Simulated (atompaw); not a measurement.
**Pseudopotential generation for Sm: PAW (atompaw), PBE**

Aim: build the potential from the settings below, then test how well it stands in for the atom: scattering, ghost states and the plane-wave cutoff that it needs.

The numbers are computed with atompaw 4.2.0.5 (PBE, scalar-relativistic, spin-unpolarised reference atom).

**1. Starting point**

The settings as typed:

```json
{
  "element": "samarium (Sm, Z = 62)",
  "type": "PAW",
  "frozen core": "[Xe]",
  "valence charge": "8",
  "reference configuration": "4f5 5d1 6s2 6p0",
  "partial waves": "6s (bound); 6s channel at 2.4 Ry; 6p (bound, empty); 6p channel at 0.85 Ry; 5d (bound); 5d channel at 2.35 Ry; 4f (bound); 4f channel at 0.05 Ry",
  "local potential": "vpsmatchnc scheme with l = 4 at 0.5 Ry, radius 2.45 bohr",
  "core correction": "smooth core density matched at 2.80 bohr",
  "augmentation charge": "besselshape compensation charge, radius 2.90 bohr; PAW radius 3.00 bohr; waves and projectors: bloechl"
}
```

The nodes and maxima of the atom's own shells, from an earlier all-electron run, set the scale for the radii.

All-electron outer shells of the reference configuration (PBE, scalar-relativistic, ld1.x):

```tsv
shell	level (eV)	outermost node (bohr)	outermost maximum (bohr)
5s	-46.72	0.68	1.25
5p	-26.00	0.73	1.42
4f	-7.96	–	0.61
6s	-3.99	1.67	3.48
5d	-2.74	0.83	2.01
6p	-1.34	1.99	4.64
```

**2. The generation run**

Sm.input

```
Sm 62
GGA-PBE scalarrelativistic loggrid 2001 logderivrange -3 5 201
6 6 5 4 0 0
6 1 0
5 2 1
4 3 5
0 0 0
c
c
c
c
c
v
c
c
c
c
v
c
c
v
v
3
3.00 2.90 2.45 2.80
y
2.4
n
y
0.85
n
y
2.35
n
y
0.05
n
bloechl besselshape
4 0.5 vpsmatchnc
PWSCFOUT
UPFDX 0.0125d0 UPFXMIN -7.d0 UPFZMESH 62.d0
END
```

The run is started by

```
$ atompaw < Sm.input > Sm.log
```

Before running it: what results should come out? Wanted: cutoffs for 10 and 1 mRy, occupied levels; bound ghosts; largest phase difference near zero energy, channels read; lowest eigenvalue of the overlap; share of valence orbitals outside the PAW sphere; UPF file.

The runs gave:

```
                                                quantity                              value
               cutoffs for 10 and 1 mRy, occupied levels                    45 Ry and 60 Ry
                                            bound ghosts    s at -113.38 eV, p at -23.15 eV
largest phase difference near zero energy, channels read                          0.007 rad
         lowest eigenvalue of the overlap (Bessel basis)                          0.030 (p)
        share of valence orbitals outside the PAW sphere  6s 78 %, 6p 94 %, 5d 37 %, 4f 1 %
                                                UPF file                            written
```

It has a bound ghost (s, p), a state that the atom doesn't have, and that rules the file out. By its cutoff, 45 Ry for the looser tolerance, it is of middling hardness. The slowest occupied level is 4f: taken alone it needs 50 Ry to come within 1 mRy, against 40 Ry for 5d. Near zero energy the phases of the channels with partial waves agree within 0.007 rad.
